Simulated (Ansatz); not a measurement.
# FeF3: the cost of one run

Computed with Ansatz 0.2.0 (DFT PBEsol+U (U_eff = 8 eV on Fe d), plane waves, PAW, unless a step's input says otherwise).

1 further run of the same task is left out (it didn't finish). Runs told in other sessions of the task aren't counted.

## Step 1: The system as given

Symmetry: Pm-3m, No. 221, cubic system. The conventional cell has a = 3.976 Å, b = 3.976 Å, c = 3.976 Å, α = 90.00°, β = 90.00°, γ = 90.00°. Fe (site symmetry m-3m) has 6 F at 1.99 Å in its first shell of neighbours. F (site symmetry 4/mmm) has 2 Fe at 1.99 Å in its first shell of neighbours.

Structure file:

```xyz
8
Lattice="3.9762 0.0000 0.0000 0.0000 3.9762 0.0000 0.0000 0.0000 7.9523" Properties=species:S:1:pos:R:3 pbc="T T T"
Fe    0.0000    0.0000    0.0000
F     1.9881    0.0000    0.0000
F     0.0000    0.0000    1.9881
F     0.0000    1.9881    0.0000
Fe    0.0000    0.0000    3.9762
F     1.9881    0.0000    3.9762
F     0.0000    0.0000    5.9642
F     0.0000    1.9881    3.9762
```

An earlier series on this cell reached its lowest free state from «antiferromagnetic start, free», perhaps among other starts.

## Step 2: Ferromagnetic start, free, default search

input.yaml reads:

```yaml
crystal:
  lattice:
    - [3.9761597, 0.0, 0.0]
    - [0.0, 3.9761597, 0.0]
    - [0.0, 0.0, 7.9523194]
  atoms:
    - { symbol: Fe, position: [0.0, 0.0, 0.0], spin: 5.0 }
    - { symbol: F, position: [0.5, 0.0, 0.0] }
    - { symbol: F, position: [0.0, 0.0, 0.25] }
    - { symbol: F, position: [0.0, 0.5, 0.0] }
    - { symbol: Fe, position: [0.0, 0.0, 0.5], spin: 5.0 }
    - { symbol: F, position: [0.5, 0.0, 0.5] }
    - { symbol: F, position: [0.0, 0.0, 0.75] }
    - { symbol: F, position: [0.0, 0.5, 0.5] }
basis:
  ecutwfc: 420
  ecutrho_ratio: 4
kpoints:
  mp_grid: { grid: [5, 5, 3] }
hamiltonian:
  xc: pbesol
  hubbard:
    sites: [{ site: 0, l: d, u_eff: 8.0 }, { site: 4, l: d, u_eff: 8.0 }]
scf:
  occupations: { method: gaussian, width: 0.05 }
output:
  forces: true
  stress: true
  eigenvalues: true
  populations: true
  hubbard: { sites: [{ site: 0, l: d }, { site: 4, l: d }] }
magnetization:
  spin_polarized: true
```

Command:

```console
ansatz run input.yaml --threads 4 --pin off --max-ram 6144MiB --backend cpu --events-out ev --progress --plain --runs-dir out
```

**Question.** How long does this run take on 4 threads of Arm Neoverse V1, shared host, and how much memory does it need?

About 7.3 s, with a peak of 0.52 GiB.
